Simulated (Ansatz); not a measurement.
# CH₆SeSn: one species, many methods

An exercise on one series of results from a longer session: the logs are not shown, and one member is left open.

Program: Ansatz 0.2.0, Gaussian basis. Level of theory: functionals in def2-TZVPP, the program's frozen cores in correlated methods. These are calculated values, not measurements.

Levels to be run: LDA (SPW92), PBE-D4, revPBE-D4, BLYP-D4, r2SCAN-D4, B97M-V, PBE0-D4, B3LYP-D4, r2SCANh-D4, r2SCAN0-D4, HSE06-D4, BHLYP-D4, CAM-B3LYP-D4, LC-ωPBE, ωB97X-V, ωB97M-V, B2PLYP, PBE-QIDH; CCSD(T)/def2-SVP; CCSD(T)/def2-TZVPP; MP2/def2-QZVPP; extrapolation to the limit; RPA on PBE.

## The geometry

All runs share one geometry, relaxed beforehand with PBE0-D4 in a triple-zeta def2 set. Sn takes the def2 core potential; no spin-orbit term is included.

SMILES `C[Se][SnH3]`, 9 atoms, charge 0, spin multiplicity 1.

Atoms are counted from 1 here; the program's logs count them from 0.

Bond lengths: C1–Se2 1.960 Å, C1–H4 1.088 Å, C1–H5 1.088 Å, C1–H6 1.089 Å, Se2–Sn3 2.522 Å, Sn3–H7 1.709 Å, Sn3–H8 1.702 Å, Sn3–H9 1.709 Å. Angles: Se2–C1–H4 110.7°, Se2–C1–H5 110.7°, Se2–C1–H6 106.1°, H4–C1–H5 110.6°, H4–C1–H6 109.3°, H5–C1–H6 109.3°, C1–Se2–Sn3 96.9°, Se2–Sn3–H7 109.1°, Se2–Sn3–H8 107.0°, Se2–Sn3–H9 109.4°, H7–Sn3–H8 111.1°, H7–Sn3–H9 109.0°, H8–Sn3–H9 111.0°.

Set-up of the first run:

The input, in.yaml:

```yaml
crystal:
  periodic: [false, false, false]
  atoms:
    - {symbol: C, position_ang: [-0.722173, 1.123474, -1.054075]}
    - {symbol: Se, position_ang: [-0.510367, -0.820040, -1.188622]}
    - {symbol: Sn, position_ang: [0.711658, -1.144472, 0.993272]}
    - {symbol: H, position_ang: [-1.320625, 1.385733, -0.183790]}
    - {symbol: H, position_ang: [0.248718, 1.613479, -1.013672]}
    - {symbol: H, position_ang: [-1.244924, 1.433360, -1.957628]}
    - {symbol: H, position_ang: [2.138032, -0.203281, 0.981612]}
    - {symbol: H, position_ang: [1.071560, -2.803478, 1.121264]}
    - {symbol: H, position_ang: [-0.283379, -0.630974, 2.284340]}
basis:
  gaussian: {orbitals: def2-TZVPP}
hamiltonian: {xc: lda}
output: {orbitals: {seedname: orbitals}}
```

Command:

```bash
ansatz run in.yaml --threads 4 --pin off --events-out ev --progress --plain --max-ram 10444MiB
```

Among the steps run: LDA; PBE-D4 (GGA); revPBE-D4 (GGA); BLYP-D4 (GGA); r2SCAN-D4 (meta-GGA); B97M-V (meta-GGA); B3LYP-D4 (hybrid); r2SCANh-D4 (hybrid); r2SCAN0-D4 (hybrid); HSE06-D4 (hybrid); BHLYP-D4 (hybrid); CAM-B3LYP-D4 (range-separated); LC-ωPBE (range-separated); ωB97X-V (range-separated); ωB97M-V (range-separated); B2PLYP (double hybrid); PBE-QIDH (double hybrid).

One of the session's tables, all rows but one given; the rest of the session is left out.

It belongs to the step «Frontier levels by functional». 

| functional | HOMO (eV) | gap (eV) |
| --- | --- | --- |
| LDA (SPW92) | -5.44 | 3.77 |
| PBE-D4 | -5.34 | 3.90 |
| revPBE-D4 | -5.29 | 3.95 |
| BLYP-D4 | -5.18 | 3.81 |
| r2SCAN-D4 | -5.58 | 4.42 |
| B97M-V | -5.70 | 4.51 |
| PBE0-D4 | -6.46 | 5.83 |
| B3LYP-D4 | -6.24 | 5.34 |
| r2SCANh-D4 | -5.99 | 5.12 |
| r2SCAN0-D4 | ? | ? |
| HSE06-D4 | -6.06 | 5.07 |
| BHLYP-D4 | -7.44 | 7.58 |
| CAM-B3LYP-D4 | -7.73 | 7.97 |
| LC-ωPBE | -9.07 | 10.42 |
| ωB97X-V | -8.74 | 9.97 |
| ωB97M-V | -8.61 | 9.56 |

Estimate the missing values for r2SCAN0-D4.

Worked estimate for «HOMO (eV)». Against the share of exact exchange, r2SCAN-D4 (0, -5.58), r2SCANh-D4 (0.1, -5.99) give a slope of -4.10 per unit share; at 0.25 the line stands at -6.60.

**Answer.** HOMO (eV): -6.62; gap (eV): 6.15. In «HOMO (eV)» the line misses by +0.02.
